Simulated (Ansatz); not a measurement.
# C₂H₆NSbZn: a ladder of functionals and wavefunction methods

The task here is to estimate one member of a computed series from the others.

Program: Ansatz 0.2.0, Gaussian basis. Level of theory: functionals in def2-TZVPP, the program's frozen cores in correlated methods. These are calculated values, not measurements.

Plan: LDA (SPW92), PBE-D4, revPBE-D4, BLYP-D4, r2SCAN-D4, B97M-V, PBE0-D4, B3LYP-D4, r2SCANh-D4, r2SCAN0-D4, HSE06-D4, BHLYP-D4, CAM-B3LYP-D4, LC-ωPBE, ωB97X-V, ωB97M-V, B2PLYP, PBE-QIDH; CCSD(T)/def2-SVP; CCSD(T)/def2-TZVPP; MP2/def2-QZVPP; extrapolation to the limit; RPA on PBE.

## The relaxed structure

An earlier PBE0-D4 in a triple-zeta def2 set relaxation fixed the geometry. Sb takes the def2 core potential; no spin-orbit term is included.

11 atoms, charge 0, spin multiplicity 1.

Atoms are counted from 1 here; the program's logs count them from 0.

Bond lengths: N1–Zn2 1.814 Å, N1–H6 1.009 Å, N1–H7 1.009 Å, Zn2–C3 1.905 Å, C3–C4 1.455 Å, C3–Sb5 2.260 Å, C3–H8 1.088 Å, C4–Sb5 2.207 Å, C4–H9 1.086 Å, C4–H10 1.083 Å, Sb5–H11 1.721 Å. Angles: Zn2–N1–H6 119.4°, Zn2–N1–H7 119.2°, H6–N1–H7 108.8°, N1–Zn2–C3 176.9°, Zn2–C3–C4 126.5°, Zn2–C3–Sb5 102.7°, Zn2–C3–H8 118.1°, C4–C3–Sb5 69.0°, C4–C3–H8 114.9°, Sb5–C3–H8 105.5°, C3–C4–Sb5 73.0°, C3–C4–H9 118.7°, C3–C4–H10 120.1°, Sb5–C4–H9 111.2°, Sb5–C4–H10 112.0°, H9–C4–H10 114.1°, C3–Sb5–C4 38.0°, C3–Sb5–H11 91.5° and more.

Coordinates:

```
N    -1.5864    2.0070    1.1160
Zn   -0.7075    0.8503    0.0299
C     0.2931   -0.3656   -1.0418
C     1.6068   -0.9101   -0.7351
Sb    0.1173   -2.3027    0.1099
H    -1.8043    2.9329    0.7804
H    -2.3611    1.6715    1.6683
H    -0.0731   -0.5874   -2.0421
H     2.1759   -1.3806   -1.5314
H     2.2174   -0.4533    0.0344
H     0.1219   -1.4621    1.6116
```

Set-up of the first run:

Input file in.yaml:

```yaml
crystal:
  periodic: [false, false, false]
  atoms:
    - {symbol: N, position_ang: [-1.586447, 2.006953, 1.115979]}
    - {symbol: Zn, position_ang: [-0.707472, 0.850301, 0.029855]}
    - {symbol: C, position_ang: [0.293131, -0.365551, -1.041792]}
    - {symbol: C, position_ang: [1.606850, -0.910119, -0.735140]}
    - {symbol: Sb, position_ang: [0.117282, -2.302659, 0.109870]}
    - {symbol: H, position_ang: [-1.804294, 2.932940, 0.780432]}
    - {symbol: H, position_ang: [-2.361139, 1.671545, 1.668286]}
    - {symbol: H, position_ang: [-0.073081, -0.587352, -2.042056]}
    - {symbol: H, position_ang: [2.175853, -1.380596, -1.531430]}
    - {symbol: H, position_ang: [2.217389, -0.453319, 0.034431]}
    - {symbol: H, position_ang: [0.121918, -1.462133, 1.611574]}
basis:
  gaussian: {orbitals: def2-TZVPP}
hamiltonian: {xc: lda}
output: {orbitals: {seedname: orbitals}}
```

Launch:

```console
> ansatz run in.yaml --threads 2 --pin off --events-out ev --progress --plain --max-ram 32768MiB --backend cuda --devices 0, --max-vram 18GiB
```

Steps of the session up to this table: LDA; PBE-D4 (GGA); revPBE-D4 (GGA); BLYP-D4 (GGA); r2SCAN-D4 (meta-GGA); B97M-V (meta-GGA); PBE0-D4 (hybrid); B3LYP-D4 (hybrid); r2SCANh-D4 (hybrid); r2SCAN0-D4 (hybrid); HSE06-D4 (hybrid); BHLYP-D4 (hybrid); CAM-B3LYP-D4 (range-separated); LC-ωPBE (range-separated); ωB97X-V (range-separated); ωB97M-V (range-separated); B2PLYP (double hybrid); PBE-QIDH (double hybrid).

One of the session's tables, all rows but one given; the rest of the session is left out.

It belongs to the step «Frontier levels by functional». 

```
  functional  HOMO (eV)  gap (eV)
 LDA (SPW92)          ?         ?
      PBE-D4      -5.15      3.68
   revPBE-D4      -5.08      3.69
     BLYP-D4      -4.97      3.58
   r2SCAN-D4      -5.32      4.04
      B97M-V      -5.23      3.83
     PBE0-D4      -6.02      5.29
    B3LYP-D4      -5.82      4.86
  r2SCANh-D4      -5.65      4.64
  r2SCAN0-D4      -6.14      5.53
    HSE06-D4      -5.63      4.55
    BHLYP-D4      -6.70      6.70
CAM-B3LYP-D4      -7.11      7.26
     LC-ωPBE      -8.30      9.48
     ωB97X-V      -8.01      9.08
     ωB97M-V      -7.93      8.77
```

**Question.** Estimate the row for LDA (SPW92).

The run gave: HOMO (eV): -5.35; gap (eV): 3.69. In the column «HOMO (eV)» it lies between HSE06-D4 (-5.63) and r2SCAN-D4 (-5.32).
